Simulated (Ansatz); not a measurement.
Predict the output of the script below (Ansatz's Python interface).

Input file `ch6alfosi.xyz`:
```text
11

O    -0.13290    0.73520    2.47230
Al    0.73720   -0.35690    1.35180
F     2.38930   -0.84790    1.75160
C    -0.03370   -0.99880   -0.32820
Si   -0.55220    0.43880   -1.42250
H     0.03750    1.70100    2.12230
H    -0.99930   -1.57750   -0.07130
H     0.64050   -1.65110   -0.87250
H    -1.48910    1.33850   -0.64520
H     0.66420    1.20180   -1.71900
H    -1.19620   -0.04020   -2.61890
```

Script `ch6alfosi.py`:
```python
from pathlib import Path
import logging
import sys

import ansatz

logging.basicConfig(stream=sys.stdout, format="%(name)s: %(message)s")
log = logging.getLogger("ansatz_job")
log.setLevel(logging.INFO)

BASIS = "def2-SVP"
METHOD = "MP2"

geometry = ansatz.Crystal.molecule_from_extxyz("ch6alfosi.xyz")

job = (
    geometry.calculation()
    .basis(gaussian=BASIS)
    .correlation(METHOD)
    .accuracy("medium")
    .scf(lower_state_search="off")
    .orbitals()
)
res = job.run(threads=1, runs_dir="ch6alfosi_runs")
report = res.report

for key in ("converged", "free_energy_ev", "reference_energy_ev", "n_frozen", "n_occupied", "n_virtual"):
    log.info(f"{key:22s} {report[key]}")

parts = report["correlation"]
for name in ("random_phase", "coupled_cluster", "perturbative"):
    if name in parts:
        log.info(f"{name:16s} {parts[name]['energy']['hartree']:12.7f} Ha")
if "second_order" in parts:
    pair = parts["second_order"]
    log.info(f"MP2 same spin {pair['same_spin']['hartree']:.7f} Ha, opposite spin {pair['opposite_spin']['hartree']:.7f} Ha")

state = report["mean_field"]["state"]
log.info(f"mean field: {state['energy']['hartree']:.7f} Ha, <S^2> = {abs(state['spin_squared']):.4f}, stability: {state.get('stability', {}).get('kind')}")

lines = Path(report["orbitals_path"]).read_text().splitlines()
field_of = lambda key: [line.split("=")[1].strip() for line in lines if line.startswith(key)]
orbitals = [(27.211386 * float(e), s, float(n)) for e, s, n in zip(field_of("Ene="), field_of("Spin="), field_of("Occup="))]
homo = max(e for e, _, n in orbitals if n > 0.5)
lumo = min(e for e, _, n in orbitals if n < 0.5)
for e, spin, n in sorted(orbitals):
    if homo - 6 < e < lumo + 5:
        log.info(f"{spin:6s} {e:10.3f} eV  occupation {n:.0f}")
```

```console
$ python ch6alfosi.py
ansatz_job: converged              True
ansatz_job: free_energy_ev         -20326.35781670368
ansatz_job: reference_energy_ev    -20307.602820364256
ansatz_job: n_frozen               13
ansatz_job: n_occupied             [15, 15]
ansatz_job: n_virtual              [80, 80]
ansatz_job: MP2 same spin -0.1663317 Ha, opposite spin -0.5229017 Ha
ansatz_job: mean field: -746.2906387 Ha, <S^2> = 0.0000, stability: undecided
ansatz_job: Alpha     -17.649 eV  occupation 2
ansatz_job: Alpha     -16.989 eV  occupation 2
ansatz_job: Alpha     -16.189 eV  occupation 2
ansatz_job: Alpha     -16.110 eV  occupation 2
ansatz_job: Alpha     -15.795 eV  occupation 2
ansatz_job: Alpha     -14.905 eV  occupation 2
ansatz_job: Alpha     -14.100 eV  occupation 2
ansatz_job: Alpha     -13.423 eV  occupation 2
ansatz_job: Alpha     -13.096 eV  occupation 2
ansatz_job: Alpha     -12.806 eV  occupation 2
ansatz_job: Alpha     -11.816 eV  occupation 2
ansatz_job: Alpha       2.151 eV  occupation 0
ansatz_job: Alpha       2.338 eV  occupation 0
ansatz_job: Alpha       4.327 eV  occupation 0
ansatz_job: Alpha       4.698 eV  occupation 0
ansatz_job: Alpha       5.285 eV  occupation 0
ansatz_job: Alpha       5.608 eV  occupation 0
ansatz_job: Alpha       6.020 eV  occupation 0
ansatz_job: Alpha       6.328 eV  occupation 0
ansatz_job: Alpha       6.972 eV  occupation 0
```

Caveats:
- The settings weren't tested for convergence.
- The geometry is a force-field or estimated start, not a minimum of this method, and the basis set is short of its limit.
- Alpha marks a spatial orbital of a restricted run, filled by both spins.
- Levels such as HOMO and LUMO are orbital energies: in Hartree-Fock the gap is too wide and the LUMO hangs on the basis.
- S² is that of the Hartree-Fock reference.
- It ran for 2.7 s on 1 thread of Arm Neoverse N1, with other jobs on the host, peak memory 0.24 GiB.

(Lines on the test bed's own set-up are left out of the output.)
